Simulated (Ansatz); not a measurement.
# C3H7B: vertical spin-state energies from a Python script

A script is to give vertical spin-state energies; the system is C3H7B.

Computed with Ansatz 0.2.0 through its Python package. Level of theory: CAM-B3LYP/6-31G*.

### Step 1. The structure

Bond lengths: B1–C2 1.510 Å, C2–C3 1.343 Å, C3–C4 1.526 Å, B1–H5 1.233 Å, B1–H6 1.213 Å, C2–H7 1.094 Å, C3–H8 1.077 Å, C4–H9 1.180 Å, C4–H10 1.060 Å, C4–H11 1.089 Å. Angles (14 of 15 angles, heavy atoms first): B1–C2–C3 121.0°, C2–C3–C4 119.3°, B1–C2–H7 117.9°, C3–C2–H7 121.1°, C2–B1–H5 121.7°, C2–B1–H6 123.3°, C2–C3–H8 121.2°, C4–C3–H8 118.6°, C3–C4–H9 104.4°, C3–C4–H10 113.9°, C3–C4–H11 108.5°, H5–B1–H6 114.8°, H9–C4–H10 107.5°, H9–C4–H11 106.4°.

No structure file is read: the coordinates are typed or built in the script.

### Step 2. The code

c3h7b_spin.py reads:

```python
"""Gap between spin states of C3H7B at one geometry."""

import ansatz as az

geometry_ang = [
    ("B", (-0.5673, 1.9665, 0.4353)),
    ("C", (-0.1437, 0.5226, 0.5648)),
    ("C", (0.0071, -0.2536, -0.5209)),
    ("C", (0.5691, -1.6631, -0.3602)),
    ("H", (-0.8253, 2.4705, -0.6596)),
    ("H", (-0.7656, 2.6908, 1.3877)),
    ("H", (0.0699, 0.1389, 1.5672)),
    ("H", (-0.1038, 0.1476, -1.5141)),
    ("H", (-0.2364, -2.2287, 0.2901)),
    ("H", (1.4888, -1.7016, 0.166)),
    ("H", (0.5727, -2.147, -1.3357)),
]
system = az.Crystal.molecule()
for symbol, xyz in geometry_ang:
    system = system.atom(symbol, xyz)

setup = (
    system.calculation()
    .basis(gaussian="6-31G*")
    .functional("CAM-B3LYP")
)
found = {}
for unpaired in [0, 2]:
    r = setup.spin("collinear", total=unpaired).run().report
    s = unpaired / 2
    found[unpaired] = r["free_energy_ev"]
    print(f"2S+1 = {unpaired + 1}: E = {found[unpaired]:.5f} eV, <S^2> = {abs(r['mean_field']['state']['spin_squared']):.3f} (pure state {s * (s + 1):.2f})")
lowest = min(found, key=found.get)
for unpaired, e in found.items():
    print(f"multiplicity {unpaired + 1}: {(e - found[lowest]):.3f} eV above the lowest")
```

### Step 3. What the engine is handed

The package turns the script's settings into the engine's input (first run):

```yaml
crystal:
  periodic: [false, false, false]
  atoms:
    - { symbol: B, position_ang: [-0.5673, 1.9665, 0.4353] }
    - { symbol: C, position_ang: [-0.1437, 0.5226, 0.5648] }
    - { symbol: C, position_ang: [0.0071, -0.2536, -0.5209] }
    - { symbol: C, position_ang: [0.5691, -1.6631, -0.3602] }
    - { symbol: H, position_ang: [-0.8253, 2.4705, -0.6596] }
    - { symbol: H, position_ang: [-0.7656, 2.6908, 1.3877] }
    - { symbol: H, position_ang: [0.0699, 0.1389, 1.5672] }
    - { symbol: H, position_ang: [-0.1038, 0.1476, -1.5141] }
    - { symbol: H, position_ang: [-0.2364, -2.2287, 0.2901] }
    - { symbol: H, position_ang: [1.4888, -1.7016, 0.166] }
    - { symbol: H, position_ang: [0.5727, -2.147, -1.3357] }
basis:
  gaussian:
    orbitals: "6-31G*"
hamiltonian:
  xc: cam_b3lyp
magnetization:
  spin_polarized: true
  initial_magnetization: 0.0
```

### Step 4. Launch

Command:

```
> python c3h7b_spin.py
```

**Question.** Which spin state is lowest at this geometry, and how far above lie the others?

As calculated:

| quantity | value |
| --- | --- |
| runs compared | 2 |
| lowest | run 1 (2S+1 = 1) |
| next above it by | 3.474 eV |

In order: multiplicity 1 (+0.00 eV) and multiplicity 3 (+3.47 eV), all at the one geometry. The geometry is a force-field or estimated start, not a minimum of this method, and the basis set is short of its limit. All parts are taken at fixed geometry, without zero-point energy.
